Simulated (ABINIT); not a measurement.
# ScRu3 (Pm-3m) in ABINIT: equation of state

How stiff is ScRu3 in PBE, and what volume does it want? The cell is scaled to several volumes.

All numbers are computed with ABINIT 10.8.3 (patched build); they aren't measurements. Logs are shortened: lines on timing, memory, paths and dates and some standing lists are left out, and cuts for length are marked. The log counts tension as positive stress, the text compression.

## 1. The structure

Symmetry: Pm-3m, No. 221, cubic system. Conventional cell: a = 3.938 Å, b = 3.938 Å, c = 3.938 Å, α = 90.00°, β = 90.00°, γ = 90.00°. Ru (site symmetry 4/mmm) has 8 Ru at 2.78 Å and 4 Sc at 2.78 Å as nearest neighbours. Around Sc (site symmetry m-3m) lie 12 Ru at 2.78 Å.

The cell comes from a database or a generator and needn't be the stable form of this composition.

## 2. Equation of state, PBE

File run.abi:

```
# Datasets: one volume each
ndtset 7
getwfk -1
scalecart1 3*0.9795861087
scalecart2 3*0.9864848297
scalecart3 3*0.9932883884
scalecart4 3*1.0000000000
scalecart5 3*1.0066227096
scalecart6 3*1.0131594038
scalecart7 3*1.0196128224

# Pseudopotentials
pp_dirpath "./"
pseudos "Ru.GGA_PBE-JTH.xml, Sc.GGA_PBE-JTH.xml"

# Structure
acell 3*1.0 Angstrom
rprim
     3.9384370000     0.0000000000     0.0000000000
     0.0000000000     3.9384370000     0.0000000000
     0.0000000000     0.0000000000     3.9384370000
ntypat 2
znucl 44 21
natom 4
typat 1 1 1 2
xred
     0.5000000000     0.5000000000     0.0000000000
     0.5000000000     0.0000000000     0.5000000000
     0.0000000000     0.5000000000     0.5000000000
     0.0000000000     0.0000000000     0.0000000000

# Plane-wave basis
ecut 15.0
pawecutdg 30.0
pawxcdev 0

# k points
kptopt 1
ngkpt 7 7 7
nshiftk 1
shiftk 0.0 0.0 0.0

# Exchange and correlation
ixc 11

# Bands and occupations
nband 36
occopt 3
tsmear 0.00183747

# SCF cycle
nstep 100
tolvrs 1.0e-9

# Output
iomode 3
prtwf 1
prtden 0
prteig 0
prtebands 0
enunit 2
```

Potentials or basis: JTH PAW PBE v2.0.

Run with:

```sh
abinit run.abi > log 2>&1
```

run.abo:

```text
.Version 10.8.3 of ABINIT
 DATASET    1 : space group Pm -3 m (#221); Bravais cP (primitive cubic)
================================================================================
 Values of the parameters that define the memory need for DATASET  1.
     intxc =       0    ionmov =       0      iscf =      17    lmnmax =      18
     lnmax =       6     mgfft =      27  mpssoang =       3    mqgrid =    3001
     natom =       4  nloc_mem =       2    nspden =       1   nspinor =       1
    nsppol =       1      nsym =      48    n1xccc =       1    ntypat =       2
    occopt =       3   xclevel =       2
       mpw =        1092          nfft =       19683          nkpt =          20
 PAW method is used; the additional fine FFT grid is defined by:
   mgfftf=        36    nfftf =     46656
================================================================================
================================================================================
[... 71 lines left out ...]
 DATASET    7 : space group Pm -3 m (#221); Bravais cP (primitive cubic)
================================================================================
 Values of the parameters that define the memory need for DATASET  7.
     intxc =       0    ionmov =       0      iscf =      17    lmnmax =      18
     lnmax =       6     mgfft =      30  mpssoang =       3    mqgrid =    3001
     natom =       4  nloc_mem =       2    nspden =       1   nspinor =       1
    nsppol =       1      nsym =      48    n1xccc =       1    ntypat =       2
    occopt =       3   xclevel =       2
       mpw =        1235          nfft =       27000          nkpt =          20
 PAW method is used; the additional fine FFT grid is defined by:
   mgfftf=        40    nfftf =     64000
================================================================================
================================================================================

--------------------------------------------------------------------------------
------------- Echo of variables that govern the present computation ------------
--------------------------------------------------------------------------------
 -outvars: echo values of preprocessed input variables --------
            acell      1.8897261259E+00  1.8897261259E+00  1.8897261259E+00 Bohr
              amu      1.01070000E+02  4.49559100E+01
             ecut      1.50000000E+01 Hartree
           enunit           2
           getwfk          -1
              ixc          11
           jdtset        1    2    3    4    5    6    7
         kptrlatt        7    0    0      0    7    0      0    0    7
          kptrlen1     5.10344487E+01
          kptrlen2     5.13938581E+01
          kptrlen3     5.17483097E+01
          kptrlen4     5.20979711E+01
          kptrlen5     5.24430008E+01
          kptrlen6     5.27835493E+01
          kptrlen7     5.31197593E+01
            natom           4
            nband          36
           ndtset           7
            ngfft1         27      27      27
            ngfft2         27      27      27
            ngfft3         27      27      27
            ngfft4         27      27      27
            ngfft5         30      30      30
            ngfft6         30      30      30
            ngfft7         30      30      30
          ngfftdg1         36      36      36
          ngfftdg2         40      40      40
          ngfftdg3         40      40      40
          ngfftdg4         40      40      40
          ngfftdg5         40      40      40
          ngfftdg6         40      40      40
          ngfftdg7         40      40      40
             nkpt          20
            nstep         100
             nsym          48
           ntypat           2
           occopt           3
        pawecutdg      3.00000000E+01 Hartree
         pawxcdev           0
           prtden           0
        prtebands           0
           prteig           0
            rprim1     3.8580381752E+00  0.0000000000E+00  0.0000000000E+00
                       0.0000000000E+00  3.8580381752E+00  0.0000000000E+00
                       0.0000000000E+00  0.0000000000E+00  3.8580381752E+00
            rprim2     3.8852083532E+00  0.0000000000E+00  0.0000000000E+00
                       0.0000000000E+00  3.8852083532E+00  0.0000000000E+00
                       0.0000000000E+00  0.0000000000E+00  3.8852083532E+00
            rprim3     3.9120037405E+00  0.0000000000E+00  0.0000000000E+00
                       0.0000000000E+00  3.9120037405E+00  0.0000000000E+00
                       0.0000000000E+00  0.0000000000E+00  3.9120037405E+00
            rprim4     3.9384370000E+00  0.0000000000E+00  0.0000000000E+00
                       0.0000000000E+00  3.9384370000E+00  0.0000000000E+00
                       0.0000000000E+00  0.0000000000E+00  3.9384370000E+00
            rprim5     3.9645201245E+00  0.0000000000E+00  0.0000000000E+00
                       0.0000000000E+00  3.9645201245E+00  0.0000000000E+00
                       0.0000000000E+00  0.0000000000E+00  3.9645201245E+00
            rprim6     3.9902644828E+00  0.0000000000E+00  0.0000000000E+00
                       0.0000000000E+00  3.9902644828E+00  0.0000000000E+00
                       0.0000000000E+00  0.0000000000E+00  3.9902644828E+00
            rprim7     4.0156808654E+00  0.0000000000E+00  0.0000000000E+00
                       0.0000000000E+00  4.0156808654E+00  0.0000000000E+00
                       0.0000000000E+00  0.0000000000E+00  4.0156808654E+00
          spgroup         221
           tolvrs      1.00000000E-09
           tsmear      1.83747000E-03 Hartree
            typat      1  1  1  2
           useylm           1
           xangst1     1.9290190876E+00  1.9290190876E+00  0.0000000000E+00
                       1.9290190876E+00  0.0000000000E+00  1.9290190876E+00
                       0.0000000000E+00  1.9290190876E+00  1.9290190876E+00
                       0.0000000000E+00  0.0000000000E+00  0.0000000000E+00
           xangst2     1.9426041766E+00  1.9426041766E+00  0.0000000000E+00
                       1.9426041766E+00  0.0000000000E+00  1.9426041766E+00
                       0.0000000000E+00  1.9426041766E+00  1.9426041766E+00
                       0.0000000000E+00  0.0000000000E+00  0.0000000000E+00
           xangst3     1.9560018703E+00  1.9560018703E+00  0.0000000000E+00
                       1.9560018703E+00  0.0000000000E+00  1.9560018703E+00
                       0.0000000000E+00  1.9560018703E+00  1.9560018703E+00
                       0.0000000000E+00  0.0000000000E+00  0.0000000000E+00
           xangst4     1.9692185000E+00  1.9692185000E+00  0.0000000000E+00
                       1.9692185000E+00  0.0000000000E+00  1.9692185000E+00
                       0.0000000000E+00  1.9692185000E+00  1.9692185000E+00
                       0.0000000000E+00  0.0000000000E+00  0.0000000000E+00
           xangst5     1.9822600623E+00  1.9822600623E+00  0.0000000000E+00
[... 24 lines left out ...]
                       3.7212836471E+00  0.0000000000E+00  3.7212836471E+00
                       0.0000000000E+00  3.7212836471E+00  3.7212836471E+00
                       0.0000000000E+00  0.0000000000E+00  0.0000000000E+00
            xcart5     3.7459286280E+00  3.7459286280E+00  0.0000000000E+00
                       3.7459286280E+00  0.0000000000E+00  3.7459286280E+00
                       0.0000000000E+00  3.7459286280E+00  3.7459286280E+00
                       0.0000000000E+00  0.0000000000E+00  0.0000000000E+00
            xcart6     3.7702535212E+00  3.7702535212E+00  0.0000000000E+00
                       3.7702535212E+00  0.0000000000E+00  3.7702535212E+00
                       0.0000000000E+00  3.7702535212E+00  3.7702535212E+00
                       0.0000000000E+00  0.0000000000E+00  0.0000000000E+00
            xcart7     3.7942685223E+00  3.7942685223E+00  0.0000000000E+00
                       3.7942685223E+00  0.0000000000E+00  3.7942685223E+00
                       0.0000000000E+00  3.7942685223E+00  3.7942685223E+00
                       0.0000000000E+00  0.0000000000E+00  0.0000000000E+00
             xred      5.0000000000E-01  5.0000000000E-01  0.0000000000E+00
                       5.0000000000E-01  0.0000000000E+00  5.0000000000E-01
                       0.0000000000E+00  5.0000000000E-01  5.0000000000E-01
                       0.0000000000E+00  0.0000000000E+00  0.0000000000E+00
            znucl       44.00000   21.00000

================================================================================

 chkinp: Checking input parameters for consistency, jdtset=   1.

 chkinp: Checking input parameters for consistency, jdtset=   2.
[... 40 lines left out ...]
 getcut: wavevector=  0.0000  0.0000  0.0000  ngfft=  36  36  36
         ecut(hartree)=     30.000   => boxcut(ratio)=   2.00268

--- Pseudopotential description ------------------------------------------------
- pspini: atom type   1  psp file is ./Ru.GGA_PBE-JTH.xml
 Pseudopotential format is: paw10
 basis_size (lnmax)=  6 (lmn_size= 18), orbitals=   0   0   1   1   2   2
 Spheres core radius: rc_sph= 2.21046734
 Shapefunction is SIN type: shapef(r)=[sin(pi*r/rshp)/(pi*r/rshp)]**2
 Radius for shape functions =  2.00219127
 Compensation charge density is not taken into account in XC energy/potential

- pspini: atom type   2  psp file is ./Sc.GGA_PBE-JTH.xml
 Pseudopotential format is: paw10
 basis_size (lnmax)=  6 (lmn_size= 18), orbitals=   0   0   1   1   2   2
 Spheres core radius: rc_sph= 2.41050872
 Shapefunction is BESSEL type: shapef(r,l)=aa(1,l)*jl(q(1,l)*r)+aa(2,l)*jl(q(2,l)*r)
 Radius for shape functions =  2.10063212
 Compensation charge density is not taken into account in XC energy/potential

   6.61759691E+03                                ecore*ucvol(ha*bohr**3)
--------------------------------------------------------------------------------

================================================================================

--- !BeginCycle
iteration_state: {dtset: 1, }
solver: {iscf: 17, nstep: 100, nline: 4, wfoptalg: 10, }
tolerances: {tolvrs: 1.00E-09, }
...
[... 1505 lines left out ...]
-Cartesian components of stress tensor (GPa)         [Pressure= -1.1666E+01 GPa]
- sigma(1 1)=  1.16658963E+01  sigma(3 2)=  0.00000000E+00
- sigma(2 2)=  1.16658963E+01  sigma(3 1)=  0.00000000E+00
- sigma(3 3)=  1.16658963E+01  sigma(2 1)=  0.00000000E+00

== END DATASET(S) ==============================================================
================================================================================

 -outvars: echo values of variables after computation  --------
            acell      1.8897261259E+00  1.8897261259E+00  1.8897261259E+00 Bohr
           etotal1    -3.3410336051E+02
           etotal2    -3.3410611968E+02
           etotal3    -3.3410743301E+02
           etotal4    -3.3410752019E+02
           etotal5    -3.3410651372E+02
           etotal6    -3.3410453729E+02
           etotal7    -3.3410170104E+02
            fcart1    -0.0000000000E+00 -0.0000000000E+00 -0.0000000000E+00
                      -0.0000000000E+00 -0.0000000000E+00 -0.0000000000E+00
                      -0.0000000000E+00 -0.0000000000E+00 -0.0000000000E+00
                      -0.0000000000E+00 -0.0000000000E+00 -0.0000000000E+00
            fcart2    -0.0000000000E+00 -0.0000000000E+00 -0.0000000000E+00
                      -0.0000000000E+00 -0.0000000000E+00 -0.0000000000E+00
                      -0.0000000000E+00 -0.0000000000E+00 -0.0000000000E+00
                      -0.0000000000E+00 -0.0000000000E+00 -0.0000000000E+00
            fcart3    -0.0000000000E+00 -0.0000000000E+00 -0.0000000000E+00
                      -0.0000000000E+00 -0.0000000000E+00 -0.0000000000E+00
[... 66 lines left out ...]
                       1.9692185000E+00  0.0000000000E+00  1.9692185000E+00
                       0.0000000000E+00  1.9692185000E+00  1.9692185000E+00
                       0.0000000000E+00  0.0000000000E+00  0.0000000000E+00
           xangst5     1.9822600623E+00  1.9822600623E+00  0.0000000000E+00
                       1.9822600623E+00  0.0000000000E+00  1.9822600623E+00
                       0.0000000000E+00  1.9822600623E+00  1.9822600623E+00
                       0.0000000000E+00  0.0000000000E+00  0.0000000000E+00
           xangst6     1.9951322414E+00  1.9951322414E+00  0.0000000000E+00
                       1.9951322414E+00  0.0000000000E+00  1.9951322414E+00
                       0.0000000000E+00  1.9951322414E+00  1.9951322414E+00
                       0.0000000000E+00  0.0000000000E+00  0.0000000000E+00
           xangst7     2.0078404327E+00  2.0078404327E+00  0.0000000000E+00
                       2.0078404327E+00  0.0000000000E+00  2.0078404327E+00
                       0.0000000000E+00  2.0078404327E+00  2.0078404327E+00
                       0.0000000000E+00  0.0000000000E+00  0.0000000000E+00
             xred      5.0000000000E-01  5.0000000000E-01  0.0000000000E+00
                       5.0000000000E-01  0.0000000000E+00  5.0000000000E-01
                       0.0000000000E+00  5.0000000000E-01  5.0000000000E-01
                       0.0000000000E+00  0.0000000000E+00  0.0000000000E+00
 Calculation completed.
```

Run time: 4.6 min. Hardware: 1 thread of Arm Neoverse V1, shared host; peak memory 0.16 GiB.

What came out:

| Property | Result |
| --- | --- |
| Equilibrium volume | 15.14 Å³/atom |
| Bulk modulus | 205 GPa |
| Pressure derivative of the bulk modulus | 5.3 (rough: it moves with the points fitted) |

Energy against volume, from the lowest point:
```
volume (Å³/atom)  energy (meV/atom)
          14.356              28.30
          14.662               9.53
          14.967               0.59
          15.273               0.00
          15.578               6.85
          15.883              20.29
          16.189              39.59
```

Caveat: pressures at fixed basis lie under the slope of the energies.
